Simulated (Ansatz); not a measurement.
# ZrTi2N3: the cost of one run

Computed with Ansatz 0.2.0 (DFT PBE, scalar-relativistic, plane waves, PAW, unless a step's input says otherwise).

1 further run of the same task is left out (it didn't finish).

## 1. The starting structure

It takes space group P-3m1 (No. 164, trigonal). The conventional cell has a = 3.092 Å, b = 3.092 Å, c = 7.563 Å, α = 90.00°, β = 90.00°, γ = 120.00°. Zr (site symmetry -3m) is surrounded by 6 N at 2.26 Å. Ti (site symmetry 3m) is surrounded by 6 N at 2.15 Å. N (site symmetry 3m) has 3 Ti at 2.15 Å and 3 Zr at 2.26 Å as nearest neighbours. N (site symmetry -3m) has 6 Ti at 2.15 Å as nearest neighbours.

As a file:

```cif
data_structure
_symmetry_space_group_name_H-M 'P-3m1'
_symmetry_Int_Tables_number 164
_cell_length_a 3.0916
_cell_length_b 3.0916
_cell_length_c 7.5635
_cell_angle_alpha 90.000
_cell_angle_beta 90.000
_cell_angle_gamma 120.000
_cell_volume 62.61
loop_
_atom_site_label
_atom_site_type_symbol
_atom_site_symmetry_multiplicity
_atom_site_Wyckoff_symbol
_atom_site_fract_x
_atom_site_fract_y
_atom_site_fract_z
_atom_site_occupancy
Zr1 Zr 1 a 0.00000 0.00000 0.00000 1
Ti1 Ti 2 d 0.33333 0.66667 0.65861 1
N1 N 2 d 0.66667 0.33333 0.81716 1
N2 N 1 b 0.00000 0.00000 0.50000 1
```

The cell was relaxed beforehand at this level, from a generated guess; it is a trial structure. At a tolerance of 0.05 Å it has space group P-3m1 (No. 164); it has 10.43 Å³/atom, an uncorrected energy of -1.68 eV/atom over the elements.

## 2. Bands, states and charges

input.yaml reads:

```yaml
crystal:
  lattice:
    - [3.0915952224, 0.0, 0.0]
    - [-1.5457976112, 2.6774000008, 0.0]
    - [0.0, 0.0, 7.5634756612]
  atoms:
    - { symbol: Zr, position: [0.0, 0.0, 0.0] }
    - { symbol: Ti, position: [0.3333333333, 0.6666666667, 0.6586124029] }
    - { symbol: Ti, position: [0.6666666667, 0.3333333333, 0.3413875971] }
    - { symbol: "N", position: [0.6666666667, 0.3333333333, 0.8171616375] }
    - { symbol: "N", position: [0.0, 0.0, 0.5] }
    - { symbol: "N", position: [0.3333333333, 0.6666666667, 0.1828383625] }
basis:
  ecutwfc: 420
kpoints:
  mp_grid: { grid: [12, 12, 6] }
  band_path:
    path:
      - [[0.0, 0.0, 0.0], [0.5, 0.0, 0.0], [0.33333333, 0.33333333, 0.0], [0.0, 0.0, 0.0], [0.0, 0.0, 0.5], [0.5, 0.0, 0.5], [0.33333333, 0.33333333, 0.5], [0.0, 0.0, 0.5]]
      - [[0.5, 0.0, 0.5], [0.5, 0.0, 0.0]]
      - [[0.33333333, 0.33333333, 0.5], [0.33333333, 0.33333333, 0.0]]
    npoints: 14
hamiltonian:
  xc: pbe
scf:
  occupations: { method: gaussian, width: 0.1 }
  n_extra_bands: 15
output:
  forces: true
  stress: true
  eigenvalues: true
  populations: true
  dos: { projected: true, de: 0.02, nscf_kmesh: { grid: [15, 15, 8] } }
  bader: true
  write_density: true
  write_potential: true
  elf: true
  volumetric_format: npy
```

Command:

```
$ ansatz run input.yaml --threads 1 --pin off --max-ram 2560MiB --backend cpu --events-out ev --progress --plain --runs-dir out
```

Q: Estimate wall time and peak memory on 1 thread of Intel Xeon Platinum 8375C at 2.90GHz (Ice Lake), shared host.

About 87 s, with a peak of 0.63 GiB.
